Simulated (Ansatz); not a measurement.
# Li2Ca: a hydrostatic pressure series

An exercise on one series of results from a longer session: the logs are not shown, and one member is left open.

Program: Ansatz 0.2.0. Level of theory: DFT r2SCAN, scalar-relativistic, plane waves, PAW. These are calculated values, not measurements.

1 further run of the same task is left out (set aside as unsound or not needed).

## The starting structure

Symmetry: Fd-3m, No. 227, cubic system. Conventional cell: a = 8.809 Å, b = 8.809 Å, c = 8.809 Å, α = 90.00°, β = 90.00°, γ = 90.00°. Around Li (site symmetry -3m) lie 6 Li at 3.11 Å and 6 Ca at 3.65 Å. Around Ca (site symmetry -43m) lie 12 Li at 3.65 Å and 4 Ca at 3.81 Å.

As a file:

```cif
data_structure
_symmetry_space_group_name_H-M 'P 1'
_symmetry_Int_Tables_number 1
_cell_length_a 6.2286
_cell_length_b 6.2286
_cell_length_c 6.2286
_cell_angle_alpha 60.000
_cell_angle_beta 60.000
_cell_angle_gamma 60.000
_cell_volume 170.86
loop_
_atom_site_label
_atom_site_type_symbol
_atom_site_fract_x
_atom_site_fract_y
_atom_site_fract_z
_atom_site_occupancy
Li1 Li 0.12500 0.12500 0.12500 1
Li2 Li 0.62500 0.12500 0.12500 1
Li3 Li 0.12500 0.12500 0.62500 1
Li4 Li 0.12500 0.62500 0.12500 1
Ca1 Ca 0.50000 0.50000 0.50000 1
Ca2 Ca 0.75000 0.75000 0.75000 1
```

It is the result of an earlier relaxation at this level (volume 28.48 Å³/atom; gap on the mesh: none (metal)).

The first run:

The input, input.yaml:

```yaml
crystal:
  lattice:
    - [0.0, 4.4460193163, 4.4460193163]
    - [4.4460193163, 0.0, 4.4460193163]
    - [4.4460193163, 4.4460193163, 0.0]
  atoms:
    - { symbol: Li, position: [0.125, 0.125, 0.125] }
    - { symbol: Li, position: [0.625, 0.125, 0.125] }
    - { symbol: Li, position: [0.125, 0.125, 0.625] }
    - { symbol: Li, position: [0.125, 0.625, 0.125] }
    - { symbol: Ca, position: [0.5, 0.5, 0.5] }
    - { symbol: Ca, position: [0.75, 0.75, 0.75] }
basis:
  ecutwfc: 500
kpoints:
  mp_grid: { grid: [8, 8, 8] }
hamiltonian:
  xc: r2scan
scf:
  occupations: { method: gaussian, width: 0.1 }
output:
  forces: true
  stress: true
  eigenvalues: true
relax:
  adjacent_minimum: "off"
  f_tol: 0.008
  max_steps: 50
  cell: { stress_tol: 0.08, p_target: -3.0 }
```

Launch:

```console
ansatz run input.yaml --threads 1 --pin off --max-ram 2560MiB --backend cpu --events-out ev --progress --plain --runs-dir out
```

Steps of the session up to this table: Relaxing at -3 GPa; Target pressure 3 GPa; Relaxing at 8 GPa; Relaxing at 15 GPa; 30 GPa; Target pressure 60 GPa.

One of the session's tables, all rows but one given; the rest of the session is left out.

Lengths are those of the vectors of the cell that was run:

```
P (GPa)  V (Å³/atom)  a (Å)  b (Å)  c (Å)  ΔH (eV/atom)
     -3        39.86  6.967  6.967  6.967        -0.610
      0        28.48  6.229  6.229  6.229         0.000
      3        24.53  5.927  5.927  5.927         0.493
      8        21.00  5.627  5.627  5.627         1.199
     15        18.09  5.354  5.354  5.354         2.048
     30            ?      ?      ?      ?             ?
     60        11.30  4.577  4.577  4.577         5.939
```

Estimate the missing values for P (GPa) = 30.

Worked estimate for «V (Å³/atom)». A straight line through the neighbours (15, 18.09) and (60, 11.30) gives 18.09 + (11.30 − 18.09) × (30 − 15) / (60 − 15) = 15.83; a parabola fitted to 3 rows on both sides gives 13.53.

**Answer.** V (Å³/atom): 14.58; a (Å): 4.983; b (Å): 4.983; c (Å): 4.983; ΔH (eV/atom): 3.557. In «V (Å³/atom)» the line misses by +1.25 and the parabola by -1.05.

ΔH is E + PV over the energy at zero pressure; a, b and c are the vectors of the computed cell. 

Limits of these values: Other structures may take over in this range; these runs cannot find them.
